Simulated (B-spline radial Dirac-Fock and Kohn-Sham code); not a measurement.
**W³⁸⁺: core levels and X-ray properties**

What does theory give for W³⁸⁺? The session works out its X-ray form factor and Compton profile and the binding energy of each subshell.

Method: a free atom or ion on a radial basis; each step names its model; computed with B-spline radial Dirac-Fock and Kohn-Sham code, version 2.

### Step 1. The atom as given

Tungsten as W³⁸⁺ in the configuration [Ar] 3d10 4s2 4p6.

```
nuclear charge     : 74
electrons          : 36
mass number        : 184
nuclear rms radius : 5.3658 fm
```

Outer shells as boxes (Hund's rule, for the drawing alone; heavy ions are jj-coupled, and the calculation averages over the configuration):

```
[Ar] core
3d [↑↓][↑↓][↑↓][↑↓][↑↓]
4s [↑↓]
4p [↑↓][↑↓][↑↓]
```

### Step 2. Scattering by the electron cloud

Model: Dirac-Fock average of configuration, finite nucleus; form factor of the spherical density, Waller-Hartree incoherent function, impulse-approximation Compton profiles.

Settings, as recorded:

```ini
task = scatter
Z = 74
charge = 38
configuration = 1s2 2s2 2p6 3s2 3p6 3d10 4s2 4p6
mass_number = 184
rms_radius = 5.3658  # fm
s = [0.0, 0.05, 0.1, 0.15, 0.2, 0.25, 0.3, 0.35, 0.4, 0.45, 0.5, 0.6, 0.7, 0.8, 0.9, 1.0, 1.1, 1.2, 1.4, 1.6, 1.8, 2.0, 2.5, 3.0, 3.5, 4.0, 5.0, 6.0]  # 1/A
pz = [0, 0.1, 0.2, 0.3, 0.4, 0.5, 0.6, 0.8, 1.0, 1.2, 1.4, 1.6, 1.8, 2.0, 2.5, 3.0, 4.0, 5.0, 7.0, 10.0, 15.0, 20.0, 30.0, 40.0, 60.0, 100.0]  # a.u.
photon_energy = [2000, 8047.8, 10000, 17479.3, 30000, 100000, 200000, 1000000]  # eV
```

### Step 3. Binding energies

Model: Dirac-Fock average of configuration, Delta-SCF, finite nucleus, first-order Breit with its frequency dependence, self-energy and vacuum polarisation.

The run's settings:

```ini
task = binding
```

**Question.** What will these runs give? Wanted: rms radius of the electron cloud; form factor halves at; Compton profile at zero; deepest level listed, K; least bound, N3; Kα1.

The runs gave:

| quantity | value |
| --- | --- |
| rms radius of the electron cloud | 0.254 bohr |
| form factor halves at | 1.5 1/Å |
| Compton profile at zero | 1.784 1/a.u. |
| deepest level listed, K (1s) | 71239.3 eV |
| least bound, N3 (4p3/2) | 1829.0 eV |
| Kα1 | 59313.7 eV |
| ionisation energy, NIST (semi-empirical) | 1829.80 eV |

The form factor starts at the 36 electrons and halves by s = 1.5 1/Å. Incoherent scattering outweighs coherent from 1000 keV on, among the energies asked. The K (1s) level lies 58.1 eV under Koopmans' value by relaxation alone; Breit gives -230.97 and QED -120.05 eV. NIST's ionisation energy differs by +0.77 eV from the least binding energy, within its stated uncertainty. The Hartree-Fock and Dirac-Fock values hold no electron correlation.
